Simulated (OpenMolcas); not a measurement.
**Cr²⁺ among point charges: CASSCF and CASPT2 levels and susceptibility**

How does a field of 5 point charges split the states of Cr²⁺, and what χT follows?

Program: OpenMolcas 26.06. Level of theory: state-averaged CASSCF and CASPT2, spin-orbit coupling by RASSI with atomic mean-field integrals. These are calculated values, not measurements, unless marked.

**1. The atom as given**

```
Species                           : Cr²⁺ (chromium, Z = 24, 22 electrons)
Basis                             : ANO-RCC-VTZP [6s5p3d2f1g], 59 functions
Scalar Hamiltonian                : DKH2, point nucleus
Inactive shells                   : 1s 2s 2p 3s 3p
Active space                      : 4 electrons in 5 orbitals (3d)
Some configurations of this space : 3d⁴
Orbitals                          : optimised for each spin and parity, averaged over all roots
```

The outer shells:

3d4
```
3d [↑ ][↑ ][↑ ][↑ ][  ]
```

The ion sits among 5 point charges of -1 e arranged as a trigonal bipyramid (D3h), 1.96 Å from the ion, with the axial distance 1.823 Å.

The work runs as a chain of OpenMolcas steps in one folder; each step below is one input file. Labels, J, g values, rates, χT and fits are worked out afterwards by a script from the matrices that RASSI stores.

**2. Basis and integrals**

File a.inp:

```
&GATEWAY
Coord
1

Cr 0.0 0.0 0.0
Basis=ANO-RCC-VTZP
Group=NoSym
NoMove
AngMom=0.0 0.0 0.0
AMFI
XField
5 Angstrom 0
1.960000 0.000000 0.000000 -1.000000
-0.980000 1.697410 0.000000 -1.000000
-0.980000 -1.697410 0.000000 -1.000000
0.000000 0.000000 1.822800 -1.000000
0.000000 0.000000 -1.822800 -1.000000
&SEWARD
```

Run with:

```
> OMP_NUM_THREADS=1 MOLCAS_MEM=1689 MOLCAS_PROJECT=a pymolcas a.inp > a.log
```

**3. CASSCF: quintets, 5 roots**

File a.inp:

```
&RASSCF
FileOrb=start.orb
Symmetry=1
Spin=5
nActEl=4 0 0
Inactive=9
Ras2=5
CIRoot=5 5 1
SDav=5
CIMx=300
Iter=120 100
PrWF=0.3
OrbListing=Nothing
MaxOrb=0
>>> COPY $Project.JobIph JOB001
```

start.orb holds the contracted functions of the basis, ordered by shell, or the orbitals of the step before.

**4. Reference wave functions, triplets, 45 roots**

File a.inp:

```
&RASSCF
FileOrb=start.orb
Symmetry=1
Spin=3
nActEl=4 0 0
Inactive=9
Ras2=5
CIRoot=45 45 1
SDav=45
CIMx=300
Iter=120 100
PrWF=0.3
OrbListing=Nothing
MaxOrb=0
>>> COPY $Project.JobIph JOB002
```

**5. CASSCF: singlets, 50 roots**

File a.inp:

```
&RASSCF
FileOrb=start.orb
Symmetry=1
Spin=1
nActEl=4 0 0
Inactive=9
Ras2=5
CIRoot=50 50 1
SDav=50
CIMx=300
Iter=120 100
PrWF=0.3
OrbListing=Nothing
MaxOrb=0
>>> COPY $Project.JobIph JOB003
```

**6. State interaction with spin-orbit coupling**

File a.inp:

```
&RASSI
NrOfJobIphs=3 5 45 50
1 2 3 4 5
1 2 3 4 5 6 7 8 9 10 11 12 13 14 15 16 17 18 19 20 21 22 23 24 25 26 27
28 29 30 31 32 33 34 35 36 37 38 39 40 41 42 43 44 45
1 2 3 4 5 6 7 8 9 10 11 12 13 14 15 16 17 18 19 20 21 22 23 24 25 26 27
28 29 30 31 32 33 34 35 36 37 38 39 40 41 42 43 44 45 46 47 48 49 50
IphNames
JOB001
JOB002
JOB003
EJob
SpinOrbit
DIPRint=1.0
SOCoupling=1000.0
Subsets=2
Property=9
'ANGMOM' 1 'ANGMOM' 2 'ANGMOM' 3 'MLTPL  1' 1 'MLTPL  1' 2 'MLTPL  1' 3
'AMFI' 1 'AMFI' 2 'AMFI' 3
SOProperty=3
'ANGMOM' 1 'ANGMOM' 2 'ANGMOM' 3
```

**7. CASPT2: IPEA 0.25, imaginary shift 0.1 (closed shells correlated: 3s 3p)**

File a.inp:

```
>>> COPY JOB001 $Project.JobIph
&CASPT2
Multistate=5 1 2 3 4 5
NoMult
Frozen=5
IPEA=0.25
Imaginary=0.1
MaxIter=60
WThr=0.0 0.3 0.05
PrWF=0.5
NoMix
>>> COPY JOB002 $Project.JobIph
&CASPT2
Multistate=45 1 2 3 4 5 6 7 8 9 10 11 12 13 14 15 16 17 18 19 20 21 22
23 24 25 26 27 28 29 30 31 32 33 34 35 36 37 38 39 40 41 42 43 44 45
NoMult
Frozen=5
IPEA=0.25
Imaginary=0.1
MaxIter=60
WThr=0.0 0.3 0.05
PrWF=0.5
NoMix
>>> COPY JOB003 $Project.JobIph
&CASPT2
Multistate=50 1 2 3 4 5 6 7 8 9 10 11 12 13 14 15 16 17 18 19 20 21 22
23 24 25 26 27 28 29 30 31 32 33 34 35 36 37 38 39 40 41 42 43 44 45 46
47 48 49 50
NoMult
Frozen=5
IPEA=0.25
Imaginary=0.1
MaxIter=60
WThr=0.0 0.3 0.05
PrWF=0.5
NoMix
```

(Steps that only read results are left out.)

Before running it: what results should come out? Wanted: spin-free ground state; first state of the same spin within the active space; lowest level; next level.

**Answer**, as computed:

| quantity | value |
| --- | --- |
| method | SS-CASPT2, IPEA 0.25, imaginary shift 0.1 (closed shells correlated: 3s 3p) |
| spin-free ground state | 5A1, 1-fold in its orbital part |
| first state of the same spin within the active space | 5E at 4710 cm⁻¹ |
| lowest level | 1-fold A1 |
| next level | 3.7 cm⁻¹ |
| χT at 300 K | 2.91 cm³ K/mol |
| effective moment at 300 K | 4.83 μB |

Cost by method:

```csv
method,time of its own steps,time with the reference
A. CASSCF,28 s,28 s
"B. SS-CASPT2, IPEA 0.25, imaginary shift 0.1, +3s 3p",31 s,59 s
```

Times are of one thread on a shared host.

**Reading.** The spin-free ground state (5A1) comes to 100 % from free-ion D terms and keeps the highest spin of the shell. χT at 300 K is 2.91, against 3.01 cm³ K/mol for the spin alone; near agreement at one temperature doesn't show that the orbital moment is quenched. An active space of the d shell alone favours high spin; real ions in strong fields can be low spin. CASPT2 does not keep the components of a term degenerate, and the means are used. The field of point charges can differ much from that of real complexes. With metal d orbitals alone active, the gaps between spin states are rough; where two lie within a few thousand cm-1, their order is open. Point charges carry no covalency, so the field is a model and not that of real ligands.
